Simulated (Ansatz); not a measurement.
# KMgF3 (cubic perovskite): the cost of one run

Method: DFT LDA, scalar-relativistic, plane waves, PAW, in Ansatz 0.2.0.

## (1) The starting structure

It takes space group Pm-3m (No. 221, cubic). Conventional cell: a = 4.006 Å, b = 4.006 Å, c = 4.006 Å, α = 90.00°, β = 90.00°, γ = 90.00°. K (site symmetry m-3m) has 12 F at 2.83 Å as nearest neighbours. Mg (site symmetry m-3m) is surrounded by 6 F at 2.00 Å. F (site symmetry 4/mmm) is surrounded by 2 Mg at 2.00 Å and 4 K at 2.83 Å.

As a file:

```
CELL_PARAMETERS angstrom
4.00600 0.00000 0.00000
0.00000 4.00600 0.00000
0.00000 0.00000 4.00600
ATOMIC_POSITIONS crystal
K 0.50000 0.50000 0.50000
Mg 0.00000 0.00000 0.00000
F 0.50000 0.00000 0.00000
F 0.00000 0.50000 0.00000
F 0.00000 0.00000 0.50000
```

## (2) Relaxing cell and atoms: KMgF3 (cubic perovskite), no spin

input.yaml

```yaml
crystal:
  lattice:
    - [4.006, 0.0, 0.0]
    - [0.0, 4.006, 0.0]
    - [0.0, 0.0, 4.006]
  atoms:
    - { symbol: K, position: [0.5, 0.5, 0.5] }
    - { symbol: Mg, position: [0.0, 0.0, 0.0] }
    - { symbol: F, position: [0.5, 0.0, 0.0] }
    - { symbol: F, position: [0.0, 0.5, 0.0] }
    - { symbol: F, position: [0.0, 0.0, 0.5] }
scf:
  occupations: { method: fixed }
output:
  forces: true
  stress: true
  eigenvalues: true
  write_density: true
  write_potential: true
  elf: true
  volumetric_format: npy
hamiltonian:
  xc: lda
basis:
  ecutwfc: 560
kpoints:
  mp_grid: { grid: [6, 6, 6] }
relax:
  f_tol: 0.002
  max_steps: 60
  cell: { stress_tol: 0.01, p_target: 0 }
```

Command:

```sh
$ ansatz run input.yaml --threads 2 --pin off --max-ram 6144MiB --backend cpu --events-out ev --progress --plain --runs-dir out
```

What time and memory should one allow on 2 threads of Intel Xeon 6975P-C (Granite Rapids), shared host?

About 4.5 s, with a peak of 0.41 GiB.
